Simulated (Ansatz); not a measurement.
# CH₁₀BNSi₂: small, medium and large basis sets

Aim: see how fast density functionals converge with the basis set for CH₁₀BNSi₂.

The runs use Ansatz 0.2.0, Gaussian basis; one geometry, several basis sets.

The runs, in order: PBE0-D4/def2-SVP; ωB97M-V/def2-SVP; PBE0-D4/def2-QZVPP; ωB97M-V/def2-QZVPP; the functionals' def2-TZVPP values are taken from earlier runs.

### Step 1. The relaxed structure

The geometry comes from an earlier relaxation with PBE0-D4 in a triple-zeta def2 set; it is a stationary point, not always the lowest conformer.

SMILES `BN(C)[SiH2][SiH3]`, 15 atoms, charge 0, spin multiplicity 1.

Atoms are counted from 1 here; the program's logs count them from 0.

Bond lengths: B1–N2 1.393 Å, B1–H6 1.200 Å, B1–H7 1.199 Å, N2–C3 1.458 Å, N2–Si4 1.758 Å, C3–H8 1.090 Å, C3–H9 1.095 Å, C3–H10 1.095 Å, Si4–Si5 2.336 Å, Si4–H11 1.492 Å, Si4–H12 1.492 Å, Si5–H13 1.486 Å, Si5–H14 1.486 Å, Si5–H15 1.490 Å. Angles: N2–B1–H6 119.4°, N2–B1–H7 119.8°, H6–B1–H7 120.8°, B1–N2–C3 121.8°, B1–N2–Si4 122.4°, C3–N2–Si4 115.8°, N2–C3–H8 109.8°, N2–C3–H9 111.0°, N2–C3–H10 111.0°, H8–C3–H9 108.6°, H8–C3–H10 108.6°, H9–C3–H10 107.8°, N2–Si4–Si5 112.2°, N2–Si4–H11 108.4°, N2–Si4–H12 108.4°, Si5–Si4–H11 110.7°, Si5–Si4–H12 110.7°, H11–Si4–H12 106.2° and more.

Coordinates:

```mol
CH10BNSi2
  3D, bonds by distance, orders not assigned

 15 14  0  0  0  0  0  0  0  0999 V2000
   -0.0235    1.4664    0.8176 B   0  0
   -0.0421    0.0750    0.8878 N   0  0
   -0.1093   -0.6292    2.1632 C   0  0
    0.0134   -0.9418   -0.5449 Si  0  0
    0.1199    0.3103   -2.5139 Si  0  0
    0.0325    2.0008   -0.2552 H   0  0
   -0.0635    2.1142    1.8259 H   0  0
   -0.1415    0.0906    2.9815 H   0  0
   -1.0029   -1.2588    2.2175 H   0  0
    0.7633   -1.2753    2.3014 H   0  0
   -1.1913   -1.8221   -0.5438 H   0  0
    1.1925   -1.8493   -0.4321 H   0  0
    1.3470    1.1468   -2.5556 H   0  0
   -1.0786    1.1743   -2.6694 H   0  0
    0.1624   -0.6525   -3.6505 H   0  0
  1  2  8  0
  2  3  8  0
  2  4  8  0
  4  5  8  0
  1  6  8  0
  1  7  8  0
  3  8  8  0
  3  9  8  0
  3 10  8  0
  4 11  8  0
  4 12  8  0
  5 13  8  0
  5 14  8  0
  5 15  8  0
M  END
```

### Step 2. PBE0-D4 in def2-SVP

The input, in.yaml:

```yaml
crystal:
  periodic: [false, false, false]
  atoms:
    - {symbol: B, position_ang: [-0.023510, 1.466396, 0.817588]}
    - {symbol: N, position_ang: [-0.042141, 0.074961, 0.887807]}
    - {symbol: C, position_ang: [-0.109312, -0.629183, 2.163162]}
    - {symbol: Si, position_ang: [0.013436, -0.941818, -0.544909]}
    - {symbol: Si, position_ang: [0.119946, 0.310333, -2.513922]}
    - {symbol: H, position_ang: [0.032465, 2.000828, -0.255181]}
    - {symbol: H, position_ang: [-0.063462, 2.114156, 1.825875]}
    - {symbol: H, position_ang: [-0.141525, 0.090566, 2.981484]}
    - {symbol: H, position_ang: [-1.002949, -1.258847, 2.217452]}
    - {symbol: H, position_ang: [0.763284, -1.275302, 2.301424]}
    - {symbol: H, position_ang: [-1.191312, -1.822150, -0.543790]}
    - {symbol: H, position_ang: [1.192523, -1.849255, -0.432146]}
    - {symbol: H, position_ang: [1.347035, 1.146849, -2.555588]}
    - {symbol: H, position_ang: [-1.078636, 1.174317, -2.669380]}
    - {symbol: H, position_ang: [0.162358, -0.652451, -3.650475]}
basis:
  gaussian: {orbitals: def2-SVP}
hamiltonian: {xc: pbe0, dispersion: d4}
output: {orbitals: {seedname: orbitals}}
```

On the command line:

```bash
$ ansatz run in.yaml --threads 4 --pin off --events-out ev --progress --plain --max-ram 10444MiB
```

Further steps of the session: ωB97M-V in def2-SVP; PBE0-D4 in def2-QZVPP; ωB97M-V in def2-QZVPP.

Before running them: what should the planned runs give, taken together? Wanted: PBE0-D4: double and triple zeta above quadruple; ωB97M-V: double and triple zeta above quadruple.

The runs gave:

| quantity | value |
| --- | --- |
| PBE0-D4: double and triple zeta above quadruple | 9.96, 0.74 eV |
| ωB97M-V: double and triple zeta above quadruple | 10.20, 0.69 eV |

What this shows: For PBE0-D4 the step from double to triple zeta gains 9.23 eV and the next only 0.74 eV. Total energies overstate the basis error of differences, where much of it tends to cancel. The LUMO of ωB97M-V is positive and keeps falling with the basis (2.06 to 1.31 eV): an unbound level that the basis holds in place.
